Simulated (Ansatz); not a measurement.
What does this script print? It uses the Ansatz DFT code, driven from Python.

Input file `ch4fisi.xyz`:
```text
8

F     0.14000   -0.51310   -1.84440
C    -0.25410    0.36360   -0.83380
Si    0.37870   -0.29560    0.74070
I    -2.28170    0.45210   -0.73470
H     0.17270    1.34220   -1.07960
H     0.07660    0.61260    1.89720
H     1.92440   -0.37920    0.72580
H    -0.06450   -1.63970    1.07310
```

`freq.py`
```python
# -*- coding: utf-8 -*-
import ansatz as az
from ase import Atoms
from ase.thermochemistry import IdealGasThermo
import numpy as np


def main():
    system = az.Crystal.molecule_from_extxyz("ch4fisi.xyz")

    model = system.calculation().basis(gaussian="def2-SVP").functional("pbe")
    symbols = [site.symbol for site in system.cartesian_sites]
    start = np.array([site.position_ang for site in system.cartesian_sites], dtype=float)
    data = model.relax(force_tolerance=0.003).run().report
    end = np.array(data["positions_ang"])

    print("final positions (A) and the move of each atom")
    for symbol, xyz, old in zip(symbols, end, start):
        print(f"{symbol:2s} {xyz[0]:10.5f} {xyz[1]:10.5f} {xyz[2]:10.5f}   {np.linalg.norm(xyz - old):7.4f}")

    minimum = az.Crystal.molecule()
    for symbol, xyz in zip(symbols, end):
        minimum = minimum.atom(symbol, xyz.tolist())
    vibrating = (
        minimum.calculation()
        .basis(gaussian="def2-SVP")
        .functional("pbe")
        .phonons(temperatures=(298.15, 498.15, 100))
    )
    vib = vibrating.run().report["vibrations"]
    sums = vib["harmonic_sums"]
    modes = [m["omega_inv_cm"] for m in sums["modes_at_gamma"] if m["rigid_motion"] == "no"]
    for number, w in enumerate(modes, start=1):
        print(f"mode {number:2d} {w:9.1f} 1/cm {w / 8065.544 * 1000:8.2f} meV")
    print("imaginary modes:", sum(w < 0 for w in modes), " zero-point energy:", round(sums["zero_point_energy_ev"], 4), "eV")
    gas = IdealGasThermo(vib_energies=[w / 8065.544 for w in modes if w > 0], geometry="linear" if len(modes) == 3 * len(symbols) - 5 else "nonlinear",
                         atoms=Atoms(symbols, positions=end), symmetrynumber=1, spin=0.0)
    print(f"H(298 K) - E = {gas.get_enthalpy(298.15, verbose=False):.4f} eV")
    print(f"S(298 K, 1 bar) = {96485.33 * gas.get_entropy(298.15, 1e5, verbose=False):.1f} J/(mol K) with symmetry number 1")


if __name__ == "__main__":
    main()
```

```console
$ python freq.py
final positions (A) and the move of each atom
F     0.18671   -0.48877   -1.88325    0.0654
C    -0.18924    0.33540   -0.85747    0.0746
Si    0.46728   -0.31648    0.82551    0.1244
I    -2.40353    0.46275   -0.75375    0.1238
H     0.10203    1.38031   -1.09642    0.0820
H     0.08722    0.65873    1.90070    0.0475
H     1.96572   -0.41965    0.72824    0.0579
H    -0.12409   -1.66937    1.08073    0.0670
mode  1     132.3 1/cm    16.40 meV
mode  2     166.9 1/cm    20.70 meV
mode  3     239.3 1/cm    29.67 meV
mode  4     267.8 1/cm    33.21 meV
mode  5     435.1 1/cm    53.95 meV
mode  6     589.3 1/cm    73.07 meV
mode  7     639.3 1/cm    79.26 meV
mode  8     739.4 1/cm    91.67 meV
mode  9     870.4 1/cm   107.92 meV
mode 10     895.9 1/cm   111.07 meV
mode 11     905.1 1/cm   112.21 meV
mode 12    1009.8 1/cm   125.20 meV
mode 13    1090.6 1/cm   135.22 meV
mode 14    1273.0 1/cm   157.84 meV
mode 15    2166.0 1/cm   268.55 meV
mode 16    2192.7 1/cm   271.87 meV
mode 17    2208.9 1/cm   273.87 meV
mode 18    3015.5 1/cm   373.87 meV
imaginary modes: 0  zero-point energy: 1.1678 eV
H(298 K) - E = 1.3570 eV
S(298 K, 1 bar) = 339.0 J/(mol K) with symmetry number 1
```

The frequencies are harmonic and unscaled, in a modest basis. The result belongs to the one conformer reached from this start, and soft torsions count as harmonic oscillators. def2 sets replace the cores of elements past krypton by effective core potentials. The entropy takes a symmetry number of 1; a symmetric molecule's is lower by R ln(sigma). It ran for 79 s on 1 thread of Intel(R) Xeon(R) Platinum 8488C (Sapphire Rapids), with other jobs on the host, peak memory 0.27 GiB.

(A comment or docstring line of the script was reworded after the run, the code is as it ran; lines on the test bed's own set-up are left out of the output.)
